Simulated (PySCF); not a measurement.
**WF: from the state search to spectroscopic constants**

One table from this session's results is given with a row withheld; the runs are named, their logs left out.

Program: PySCF 2.14.0. Level of theory: W def2-TZVPPD with ECP60, F def2-TZVPPD, scalar-relativistic core potentials. These are calculated values, not measurements.

The first run:

Settings of the job:

```yaml
atoms: W, F
charge: 0
basis: W def2-TZVPPD with ECP60, F def2-TZVPPD
Hamiltonian: scalar-relativistic core potentials
basis_functions: 99
electrons_treated: 23
masses_in_u: 183.9509, 18.9984
levels: PBE0, PBE, r²SCAN, B3LYP, B97-3, r²SCAN0, M06-L, BHandHLYP, HSE06, HF, MP2, SCS-MP2, CCSD, CCSD(T)
grid: 80 radial by 434 angular points
occupations: held fixed by the projection of orbital angular momentum
dissociation_limit: W + F, each in its ground configuration
starting_distance_in_angstrom: 1.900
values_of_2S_to_try: 1, 3, 5, 7
```

Launch:

```console
$ OMP_NUM_THREADS=2 python dia.py task.json out
```

Among the steps run: The job; PBE0 along the bond; Higher solutions at PBE0; PBE; r²SCAN (meta-GGA); B3LYP (global hybrid GGA); B97-3 (global hybrid GGA); r²SCAN0; M06-L (meta-GGA); BHandHLYP; HSE06 (range-separated hybrid); UHF; Adding correlation.

One of the session's tables, all rows but one given; the rest of the session is left out.

```
      level  Re (Å)  ωe (cm⁻¹)  De (eV)
        UHF   1.917        622     4.48
    UHF-MP2   1.894        641     5.92
UHF-SCS-MP2       ?          ?        ?
   UHF-CCSD   1.901        639     5.46
UHF-CCSD(T)   1.901        637     5.53
        PBE   1.901        622     6.06
     r²SCAN   1.896        635     6.00
      M06-L   1.906        622     5.20
      B3LYP   1.905        624     5.50
       PBE0   1.891        639     5.79
    r²SCAN0   1.891        644     5.70
      B97-3   1.900        626     5.24
      HSE06   1.895        636     5.76
  BHandHLYP   1.900        638     5.11
```

Q: Estimate the row for UHF-SCS-MP2 from the others.

The run gave: Re (Å): 1.903; ωe (cm⁻¹): 632; De (eV): 5.48. In the column «Re (Å)» it lies between PBE (1.901) and B3LYP (1.905).

To keep in mind: The state is the lowest single determinant that the PBE0 search found; with open d or f shells the true ground state can be another one.
